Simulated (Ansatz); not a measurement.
# KTaO3: the cost of one run

Computed with Ansatz 0.2.0 (DFT PBE, scalar-relativistic, plane waves, PAW, unless a step's input says otherwise).

1 further run of the same task is left out (set aside as unsound or not needed).

## (1) Starting point

Symmetry: Pm-3m, No. 221, cubic system. Conventional cell: a = 3.988 Å, b = 3.988 Å, c = 3.988 Å, α = 90.00°, β = 90.00°, γ = 90.00°. Around K (site symmetry m-3m) lie 12 O at 2.82 Å. Around Ta (site symmetry m-3m) lie 6 O at 1.99 Å. Around O (site symmetry 4/mmm) lie 2 Ta at 1.99 Å and 4 K at 2.82 Å.

Structure file:

```
K Ta O
1.0
     3.98830    0.00000    0.00000
     0.00000    3.98830    0.00000
     0.00000    0.00000    3.98830
K Ta O
1 1 3
Direct
  0.50000 0.50000 0.50000
  0.00000 0.00000 0.00000
  0.50000 0.00000 0.00000
  0.00000 0.50000 0.00000
  0.00000 0.00000 0.50000
```

The structure comes from the Crystallography Open Database.

(A quick probe on a coarse mesh, which set the mesh and smearing, is not shown.)

## (3) Full relaxation

input.yaml

```yaml
crystal:
  lattice:
    - [3.9883, 0.0, 0.0]
    - [0.0, 3.9883, 0.0]
    - [0.0, 0.0, 3.9883]
  atoms:
    - { symbol: K, position: [0.5, 0.5, 0.5] }
    - { symbol: Ta, position: [0.0, 0.0, 0.0] }
    - { symbol: O, position: [0.5, 0.0, 0.0] }
    - { symbol: O, position: [0.0, 0.5, 0.0] }
    - { symbol: O, position: [0.0, 0.0, 0.5] }
basis:
  ecutwfc: 420
kpoints:
  mp_grid: { grid: [4, 4, 4] }
hamiltonian:
  xc: pbe
scf:
  occupations: { method: gaussian, width: 0.02 }
output:
  forces: true
  stress: true
  eigenvalues: true
  write_density: true
  write_potential: true
  elf: true
  volumetric_format: npy
relax:
  adjacent_minimum: "off"
  f_tol: 0.005
  max_steps: 80
  cell: { stress_tol: 0.05 }
```

Command:

```
ansatz run input.yaml --threads 1 --pin off --max-ram 2560MiB --backend cpu --events-out ev --progress --plain --runs-dir out
```

Q: Estimate wall time and peak memory on 1 thread of Arm Neoverse N1, shared host.

About 16 s, with a peak of 0.31 GiB.
